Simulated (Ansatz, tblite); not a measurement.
# The cluster B7−: a ladder of methods and basis sets

Aim: run the singlet of the cluster B7− at one geometry on many levels, and compare frontier levels, spin and run time.

Method: as each input shows; program: Ansatz 0.2.0, Gaussian basis.

Levels to be run: GFN1-xTB, GFN2-xTB, PBE-D4/def2-TZVPD, r2SCAN-D4/def2-TZVPD, BLYP-D4/def2-TZVPD, HSE06-D4/def2-TZVPD, r2SCANh-D4/def2-TZVPD, PBE+10HF/def2-SVPD, PBE+15HF/def2-SVPD, PBE+40HF/def2-SVPD, PBE-D4/def2-SVPD, PBE0-D4/def2-SVPD, HF/6-31G, B3LYP-D4/6-31G, CCSD(T)/def2-TZVPPD, MP2/def2-TZVPD, RPA/def2-TZVPD.

3 further runs of the same task are left out: 3 set aside as unsound or not needed. Runs told in other sessions of the task aren't counted.

## (1) The geometry

The singlet was relaxed beforehand with PBE-D4/def2-SVPD. At that level it is the lowest of the isomers that a small search found.

7 atoms, charge -1, spin multiplicity 1.

Bond lengths: B1–B3 1.674 Å, B1–B4 1.582 Å, B1–B6 1.684 Å, B2–B3 1.583 Å, B2–B6 1.772 Å, B2–B7 1.583 Å, B3–B6 1.684 Å, B4–B5 1.582 Å, B4–B6 1.770 Å, B5–B6 1.684 Å, B5–B7 1.674 Å, B6–B7 1.684 Å. Angles: B3–B1–B4 124.5°, B3–B1–B6 60.2°, B4–B1–B6 65.5°, B3–B2–B6 60.0°, B3–B2–B7 101.5°, B6–B2–B7 60.0°, B1–B3–B2 124.6°, B1–B3–B6 60.2°, B2–B3–B6 65.6°, B1–B4–B5 101.5°, B1–B4–B6 60.0°, B5–B4–B6 60.0°, B4–B5–B6 65.5°, B4–B5–B7 124.5°, B6–B5–B7 60.2°, B1–B6–B2 113.1°, B1–B6–B3 59.6°, B1–B6–B4 54.5° and more.

The ion is computed in the gas phase, without counter-ions or solvent.

PBE0-D4/def2-TZVPD was run before; its log isn't repeated, and its numbers join the tables.

## (2) GFN1-xTB

Tight binding, by tblite at 300 K electronic temperature and without a spin-polarisation term:

```python
tblite.interface.Calculator('GFN1-xTB', numbers, positions, charge=-1, uhf=0).singlepoint()
```

Energy -267.1721 eV, HOMO -3.86 eV, LUMO -2.42 eV; 0.003 s.

## (3) GFN2-xTB

Tight binding, by tblite at 300 K electronic temperature and without a spin-polarisation term:

```python
tblite.interface.Calculator('GFN2-xTB', numbers, positions, charge=-1, uhf=0).singlepoint()
```

Energy -225.1717 eV, HOMO 1.86 eV, LUMO 2.73 eV; 0.003 s.

## (4) PBE-D4/def2-TZVPD

start.molden holds the orbitals of an earlier run on this state, given as this run's starting guess.

Contents of in.yaml:

```yaml
crystal:
  periodic: [false, false, false]
  atoms:
    - {symbol: B, position_ang: [-0.360909, -1.366963, -0.511664]}
    - {symbol: B, position_ang: [0.480004, 0.357284, 1.641638]}
    - {symbol: B, position_ang: [0.277218, -1.079382, 1.009093]}
    - {symbol: B, position_ang: [-0.844471, -0.238436, -1.510049]}
    - {symbol: B, position_ang: [0.155156, 0.938604, -1.164338]}
    - {symbol: B, position_ang: [-0.500459, 0.162713, 0.178988]}
    - {symbol: B, position_ang: [0.793461, 1.226190, 0.356343]}
basis:
  gaussian: {orbitals: def2-TZVPD, initial_orbitals: start.molden}
total_charge: -1
hamiltonian: {xc: pbe, dispersion: d4}
scf: {omitted_lower_state_checks: [starts]}
output: {orbitals: {seedname: orbitals}}
```

On the command line:

```bash
ansatz run in.yaml --threads 4 --pin off --events-out ev --progress --plain --max-ram 4787MiB
```

The runs that follow: r2SCAN-D4/def2-TZVPD; BLYP-D4/def2-TZVPD; HSE06-D4/def2-TZVPD; r2SCANh-D4/def2-TZVPD; PBE+10HF/def2-SVPD; PBE+15HF/def2-SVPD; PBE+40HF/def2-SVPD; PBE-D4/def2-SVPD; PBE0-D4/def2-SVPD; HF/6-31G; B3LYP-D4/6-31G; CCSD(T)/def2-TZVPPD; MP2/def2-TZVPD; RPA/def2-TZVPD.

Q: Predict the results of all the runs planned. Wanted: gap in def2-TZVPD, named functionals, smallest and largest; gap over the share of exact exchange; correlation energy, CCSD(T)/def2-TZVPPD; correlation energy, MP2/def2-TZVPD; PBE0 total energy, smallest basis above largest.

The runs gave:

```
                                                  quantity                                 value
gap in def2-TZVPD, named functionals, smallest and largest  1.41 eV (BLYP-D4), 2.94 eV (PBE0-D4)
                      gap over the share of exact exchange          1.43 eV at 0, 3.89 eV at 0.4
                   correlation energy, CCSD(T)/def2-TZVPPD                             -21.18 eV
                        correlation energy, MP2/def2-TZVPD                             -19.51 eV
           PBE0 total energy, smallest basis above largest       4.61 eV (def2-SVPD, def2-TZVPD)
```

What this shows: Over the named functionals in def2-TZVPD the gap runs from 1.41 eV (BLYP-D4) to 2.94 eV (PBE0-D4); exact exchange widens it. Raising the share of exact exchange from 0 to 0.4 moves the HOMO by -1.12 eV and the LUMO by +1.33 eV. Notes on CCSD(T)/def2-TZVPPD: large T1 diagnostic.
